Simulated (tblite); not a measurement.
# C4H15PSi3: the cost of one run

Programs: tblite 0.8.0 and PySCF 2.14.0, with density-fitted response routines of our own. Each step states its level of theory. These are calculated values for one molecule in the gas phase, unless marked as measured. Atoms are numbered from 0 throughout.

## 1. Starting geometry

23 atoms, charge 0, multiplicity 1; geometry from: force field or distance geometry start.

Bonds of the start (Å): P0–Si1 2.19, Si1–Si2 2.23, Si2–Si3 2.24, Si3–C4 1.85, C4–C5 1.50, C5–C6 1.52, C6–C7 1.52, C7–C4 1.52, P0–H8 1.44, P0–H9 1.44, Si1–H10 1.48, Si1–H11 1.47, Si2–H12 1.48, Si2–H13 1.46, Si3–H14 1.47, Si3–H15 1.48, C4–H16 1.10, C5–H17 1.10, C5–H18 1.11, C6–H19 1.12, C6–H20 1.10, C7–H21 1.11, C7–H22 1.09.

## 2. Relaxing the molecule with GFN2-xTB

The job: settings as JSON, then the geometry in Å.

```
{"job": {"kind": "relax", "xc": "GFN2-xTB", "basis": "xTB"}, "charge": 0, "multiplicity": 1}
P      4.867500     1.060600    -0.488300
Si     3.473700    -0.587000    -0.100000
Si     1.480200     0.104800     0.627600
Si    -0.068500    -0.518400    -0.864500
C     -1.756500    -0.709800    -0.144400
C     -2.044800    -0.002400     1.144100
C     -3.463600     0.180200     0.626600
C     -2.827800     0.182700    -0.754000
H      4.337900     1.953000    -1.489300
H      5.321400     1.736000     0.699200
H      4.042800    -1.633900     0.771900
H      3.226800    -1.237800    -1.399200
H      1.132200    -0.445400     1.960500
H      1.566300     1.558000     0.749000
H      0.007000     0.428500    -1.983100
H      0.348800    -1.865200    -1.325500
H     -2.087500    -1.760400    -0.180600
H     -1.572300     0.975700     1.291500
H     -2.088700    -0.657700     2.044600
H     -4.091700    -0.739400     0.736000
H     -3.963500     1.117000     0.928400
H     -2.404000     1.164800    -1.037300
H     -3.440500    -0.276800    -1.529900
```

On the command line:

```bash
OMP_NUM_THREADS=1 python probes_run.py task.json out
```

One launch serves the whole session: the jobs run in the order shown.

**Question.** How long does this first job take on 1 thread of Intel Xeon at 2.50GHz, shared host, and how much memory does it need?

About 10 s, with a peak of 0.18 GiB.
